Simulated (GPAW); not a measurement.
HfB:

```
CELL_PARAMETERS angstrom
0.00000 2.31000 2.31000
2.31000 0.00000 2.31000
2.31000 2.31000 0.00000
ATOMIC_POSITIONS crystal
Hf 0.50000 0.50000 0.50000
B 0.00000 0.00000 0.00000
```

Base run:

- Program: GPAW 26.7.0
- Functional: r2SCAN
- Potentials or basis: GPAW PAW data sets (gpaw-data 1.2.1)
- Cutoff: 800 eV
- Basis: pw
- k mesh: 10 × 10 × 10
- Occupations: fermi-dirac, width 0.05 eV
- Spin: no spin polarisation
- Hubbard terms: Hf d U = 6 eV

Its results: band gap on the k mesh none (metal or under the smearing width); pressure 54.7 GPa.

Task: The run is repeated on the same cell with these changes: hubbard terms from Hf d U = 6 eV to Hf d U = 8 eV. What comes out?

Result: Band gap on the k mesh none (metal or under the smearing width); pressure 62.8 GPa.

Caveats: a pressure of tens of GPa on the cell as given is suspect, and the run, the potentials or the cell itself is likely at fault; the PAW data sets were made with another functional, which shifts forces and pressure a little; U without spin polarisation on a metal has little footing; the U is typed as a test and isn't derived for this compound.
